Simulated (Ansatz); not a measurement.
# C2H6BFO (SMILES COB(C)F): CCSD/def2-SVP

What is the vertical singlet–triplet gap of C2H6BFO at CCSD/def2-SVP? 

Program for the calculation: Ansatz 0.2.0.

89 further runs of the same task are left out: 89 set aside as unsound or not needed. Runs told in other sessions of the task aren't counted.

## Step 1: The structure to begin with

C2H6BFO has 11 atoms, charge 0, and is taken as a singlet. SMILES: `COB(C)F`. Geometry: relaxed at PBE0-D4/def2-TZVP. This is one conformer, not always the lowest.

Bond lengths: C1–O2 1.408 Å, O2–B3 1.348 Å, B3–C4 1.569 Å, B3–F5 1.335 Å, C1–H6 1.092 Å, C1–H7 1.092 Å, C1–H8 1.093 Å, C4–H9 1.094 Å, C4–H10 1.090 Å, C4–H11 1.094 Å. Some angles: C1–O2–B3 123.8°, O2–B3–C4 126.0°, O2–B3–F5 114.4°, C4–B3–F5 119.6°, O2–C1–H6 109.0°, O2–C1–H7 108.9°, O2–C1–H8 112.4°, B3–C4–H9 111.5°, B3–C4–H10 111.3°, B3–C4–H11 111.4°.

## Step 2: A single-point energy at CCSD/def2-SVP

Contents of run.yaml:

```yaml
basis:
  gaussian:
    orbitals: def2-SVP
crystal:
  periodic: [false, false, false]
  atoms:
    - {symbol: C, position_ang: [-1.364400, 0.711100, 0.538500]}
    - {symbol: O, position_ang: [-0.241000, 1.227800, -0.135300]}
    - {symbol: B, position_ang: [0.818600, 0.482700, -0.508900]}
    - {symbol: C, position_ang: [0.993200, -1.057900, -0.270600]}
    - {symbol: F, position_ang: [1.779200, 1.165200, -1.136000]}
    - {symbol: H, position_ang: [-1.458500, 1.207100, 1.506900]}
    - {symbol: H, position_ang: [-2.259100, 0.924300, -0.050000]}
    - {symbol: H, position_ang: [-1.294000, -0.367700, 0.698100]}
    - {symbol: H, position_ang: [0.947600, -1.307000, 0.794000]}
    - {symbol: H, position_ang: [1.947400, -1.412800, -0.660100]}
    - {symbol: H, position_ang: [0.196300, -1.629800, -0.756000]}
correlation:
  method: ccsd
  frozen_orbitals: {B: 1, C: 1, F: 1, H: 0, O: 1}
accuracy: high
scf:
  omitted_lower_state_checks: [cluster_reference, increment]
```

Command:

```sh
ansatz run run.yaml --threads 1 --pin off --max-ram 2610MiB --events-out events.jsonl --progress --plain --runs-dir runs
```

The program printed:

```text
Warning: RAYON_NUM_THREADS=1 ignored (pool sized by the plan → 1); use --threads N
Functional definition: HF
  name "HF"
  exchange = exact_x
  correlation = 0
these checks for a lower state are left out or cut short: cluster_reference, increment
2429 factors; integrals over basis functions are off by at most 8.1e-9 eV
mean field evaluation 1: about -7565.0167 eV, gradient 3.6e1 eV
mean field evaluation 2: about -7565.1246 eV, gradient 3.6e1 eV
mean field evaluation 4: about -7568.0483 eV, gradient 3.6e0 eV
mean field evaluation 8: about -7568.0902 eV, gradient 2.0e-1 eV
mean field evaluation 16: about -7568.0904 eV, gradient 1.0e-8 eV
mean field -7568.09036244 eV, -278.1221909838 hartree, gradient 1.0e-8 eV, S^2 0.000000; 0 other end points of the search recorded, 0 dependent functions left out
5 core orbitals not correlated: weight in the atoms' cores, before any rotation towards them, 1.000 or more for the frozen orbitals, at most 0.000 for the correlated occupied ones
reference -7568.09036244 eV, -278.1221909838 hartree; 15, 15 occupied and 80, 80 virtual orbitals, 2429 factors
second order -19.99187588 eV of doubles, -0.00000000 eV of singles
cycle   1  -20.58569929 eV  change   -5.9e-1 eV  update   9.8e-2
cycle   2  -21.05575477 eV  change   -4.7e-1 eV  update   2.7e-2
cycle   3  -21.17838648 eV  change   -1.2e-1 eV  update   1.5e-2
cycle   4  -21.17403045 eV  change    4.4e-3 eV  update   3.5e-3
cycle   5  -21.17268741 eV  change    1.3e-3 eV  update   1.3e-3
cycle   6  -21.17286860 eV  change   -1.8e-4 eV  update   4.4e-4
cycle   7  -21.17267387 eV  change    1.9e-4 eV  update   1.3e-4
cycle   8  -21.17262496 eV  change    4.9e-5 eV  update   4.7e-5
cycle   9  -21.17263932 eV  change   -1.4e-5 eV  update   1.6e-5
cycle  10  -21.17264018 eV  change   -8.6e-7 eV  update   5.6e-6
cycle  11  -21.17263960 eV  change    5.8e-7 eV  update   2.2e-6
cycle  12  -21.17264170 eV  change   -2.1e-6 eV  update   7.5e-7
cycle  13  -21.17264247 eV  change   -7.6e-7 eV  update   2.5e-7
cycle  14  -21.17264279 eV  change   -3.2e-7 eV  update   9.5e-8
cycle  15  -21.17264286 eV  change   -7.4e-8 eV  update   3.7e-8
cycle  16  -21.17264287 eV  change   -1.0e-8 eV  update   2.2e-8
cycle  17  -21.17264271 eV  change    1.6e-7 eV  update   1.1e-7
cycle  18  -21.17264272 eV  change   -1.2e-8 eV  update   2.2e-8
cycle  19  -21.17264272 eV  change    5.1e-9 eV  update   5.6e-9
cycle  20  -21.17264272 eV  change  -7.0e-11 eV  update   1.9e-9
Total energy: -7589.26300516 eV, -278.9002712523 hartree
Checks for a lower state left out: cluster_reference, increment
```

Wall time 37 s (1 thread of Arm Neoverse V2, shared host); peak memory 0.82 GiB.

## Step 3: The triplet, same level

Contents of run.yaml:

```yaml
crystal:
  periodic: [false, false, false]
  atoms:
    - symbol: C
      position_ang: [-1.364400, 0.711100, 0.538500]
    - symbol: O
      position_ang: [-0.241000, 1.227800, -0.135300]
    - symbol: B
      position_ang: [0.818600, 0.482700, -0.508900]
    - symbol: C
      position_ang: [0.993200, -1.057900, -0.270600]
    - symbol: F
      position_ang: [1.779200, 1.165200, -1.136000]
    - symbol: H
      position_ang: [-1.458500, 1.207100, 1.506900]
    - symbol: H
      position_ang: [-2.259100, 0.924300, -0.050000]
    - symbol: H
      position_ang: [-1.294000, -0.367700, 0.698100]
    - symbol: H
      position_ang: [0.947600, -1.307000, 0.794000]
    - symbol: H
      position_ang: [1.947400, -1.412800, -0.660100]
    - symbol: H
      position_ang: [0.196300, -1.629800, -0.756000]
basis:
  gaussian: {orbitals: def2-SVP}
magnetization: {spin_polarized: true, initial_magnetization: 2}
correlation: {method: ccsd, frozen_orbitals: {B: 1, C: 1, F: 1, H: 0, O: 1}}
accuracy: high
scf: {omitted_lower_state_checks: [cluster_reference, increment]}
```

Command:

```sh
ansatz run run.yaml --threads 1 --pin off --max-ram 2610MiB --events-out events.jsonl --progress --plain --runs-dir runs
```

The program printed:

```text
Warning: RAYON_NUM_THREADS=1 ignored (pool sized by the plan → 1); use --threads N
[... 4 set-up lines as earlier in the session ...]
these checks for a lower state are left out or cut short: cluster_reference, increment
2430 factors; integrals over basis functions are off by at most 8.1e-9 eV
mean field evaluation 1: about -7553.4861 eV, gradient 2.6e1 eV
mean field evaluation 2: about -7553.6009 eV, gradient 2.6e1 eV
mean field evaluation 4: about -7558.0206 eV, gradient 4.0e0 eV
mean field evaluation 8: about -7558.5567 eV, gradient 7.1e-1 eV
mean field evaluation 16: about -7559.7365 eV, gradient 7.4e0 eV
mean field evaluation 32: about -7549.1495 eV, gradient 2.9e1 eV
mean field evaluation 64: about -7553.5322 eV, gradient 2.6e1 eV
mean field evaluation 96: about -7558.1833 eV, gradient 2.4e0 eV
mean field evaluation 128: about -7558.5863 eV, gradient 1.7e-3 eV
mean field -7560.20940961 eV, -277.8325713090 hartree, gradient 9.2e-8 eV, S^2 2.021180; 7 other end points of the search recorded, 0 dependent functions left out
5 core orbitals not correlated: weight in the atoms' cores, before any rotation towards them, 1.000 or more for the frozen orbitals, at most 0.000 for the correlated occupied ones
reference -7560.20940961 eV, -277.8325713090 hartree; 16, 14 occupied and 79, 81 virtual orbitals, 2430 factors
second order -18.88249307 eV of doubles, -0.00000000 eV of singles
cycle   1  -19.80674876 eV  change   -9.2e-1 eV  update   1.0e-1
cycle   2  -20.30793645 eV  change   -5.0e-1 eV  update   3.4e-2
cycle   3  -20.45078610 eV  change   -1.4e-1 eV  update   2.9e-2
cycle   4  -20.47936054 eV  change   -2.9e-2 eV  update   1.5e-2
cycle   5  -20.47841960 eV  change    9.4e-4 eV  update   1.0e-2
cycle   6  -20.48365641 eV  change   -5.2e-3 eV  update   4.6e-3
cycle   7  -20.48502306 eV  change   -1.4e-3 eV  update   2.5e-3
cycle   8  -20.48539577 eV  change   -3.7e-4 eV  update   1.5e-3
cycle   9  -20.48563218 eV  change   -2.4e-4 eV  update   8.4e-4
cycle  10  -20.48554513 eV  change    8.7e-5 eV  update   4.4e-4
cycle  11  -20.48560836 eV  change   -6.3e-5 eV  update   2.3e-4
cycle  12  -20.48574008 eV  change   -1.3e-4 eV  update   1.3e-4
cycle  13  -20.48577722 eV  change   -3.7e-5 eV  update   8.0e-5
cycle  14  -20.48582326 eV  change   -4.6e-5 eV  update   6.4e-5
cycle  15  -20.48580436 eV  change    1.9e-5 eV  update   5.1e-5
cycle  16  -20.48579020 eV  change    1.4e-5 eV  update   4.9e-5
cycle  17  -20.48578072 eV  change    9.5e-6 eV  update   4.7e-5
cycle  18  -20.48577964 eV  change    1.1e-6 eV  update   4.5e-5
cycle  19  -20.48578565 eV  change   -6.0e-6 eV  update   4.2e-5
cycle  20  -20.48577953 eV  change    6.1e-6 eV  update   4.1e-5
cycle  21  -20.48578332 eV  change   -3.8e-6 eV  update   3.8e-5
cycle  22  -20.48579064 eV  change   -7.3e-6 eV  update   2.1e-5
cycle  23  -20.48580070 eV  change   -1.0e-5 eV  update   1.7e-5
cycle  24  -20.48580440 eV  change   -3.7e-6 eV  update   1.1e-5
cycle  25  -20.48580042 eV  change    4.0e-6 eV  update   7.2e-6
cycle  26  -20.48579654 eV  change    3.9e-6 eV  update   4.5e-6
cycle  27  -20.48579642 eV  change    1.2e-7 eV  update   2.8e-6
cycle  28  -20.48579591 eV  change    5.1e-7 eV  update   1.7e-6
cycle  29  -20.48579507 eV  change    8.4e-7 eV  update   1.1e-6
cycle  30  -20.48579505 eV  change    2.1e-8 eV  update   5.7e-7
cycle  31  -20.48579478 eV  change    2.7e-7 eV  update   3.6e-7
cycle  32  -20.48579484 eV  change   -6.2e-8 eV  update   2.4e-7
cycle  33  -20.48579488 eV  change   -4.0e-8 eV  update   1.8e-7
cycle  34  -20.48579487 eV  change    1.3e-8 eV  update   1.5e-7
cycle  35  -20.48579484 eV  change    2.7e-8 eV  update   1.1e-7
cycle  36  -20.48579484 eV  change   6.8e-10 eV  update   8.8e-8
cycle  37  -20.48579486 eV  change   -1.4e-8 eV  update   7.7e-8
cycle  38  -20.48579489 eV  change   -3.2e-8 eV  update   7.0e-8
cycle  39  -20.48579492 eV  change   -2.9e-8 eV  update   6.5e-8
cycle  40  -20.48579490 eV  change    1.5e-8 eV  update   6.1e-8
cycle  41  -20.48579487 eV  change    3.2e-8 eV  update   5.3e-8
cycle  42  -20.48579486 eV  change    7.7e-9 eV  update   3.7e-8
cycle  43  -20.48579487 eV  change   -7.3e-9 eV  update   2.9e-8
cycle  44  -20.48579489 eV  change   -1.5e-8 eV  update   2.2e-8
cycle  45  -20.48579490 eV  change   -9.4e-9 eV  update   1.9e-8
cycle  46  -20.48579490 eV  change   5.9e-11 eV  update   1.5e-8
cycle  47  -20.48579489 eV  change    4.4e-9 eV  update   1.1e-8
cycle  48  -20.48579489 eV  change    5.0e-9 eV  update   8.2e-9
cycle  49  -20.48579488 eV  change    2.6e-9 eV  update   5.9e-9
cycle  50  -20.48579489 eV  change   -3.4e-9 eV  update   4.2e-9
cycle  51  -20.48579489 eV  change   -2.3e-9 eV  update   2.5e-9
Total energy: -7580.69520450 eV, -278.5854103854 hartree
Checks for a lower state left out: cluster_reference, increment
```

Wall time 6.6 min (1 thread of Arm Neoverse V2, shared host); peak memory 1.8 GiB.

## Step 4: Results

Level: CCSD/def2-SVP, 5 core orbitals frozen.

| quantity | value |
| --- | --- |
| singlet: total energy | -278.90027 Eh |
| singlet: correlation energy (5 core orbitals frozen) | -778.1 mEh |
| singlet: T1 diagnostic | 0.012 |
| triplet: total energy | -278.58541 Eh |
| triplet: correlation energy (5 core orbitals frozen) | -752.8 mEh |
| triplet: ⟨S²⟩ of the reference determinant | 2.021 |
| triplet: T1 diagnostic | 0.023 |
| vertical energy of the triplet above the singlet | 8.568 eV |

In words: At this shape the triplet lies 8.57 eV (827 kJ/mol) above the singlet.
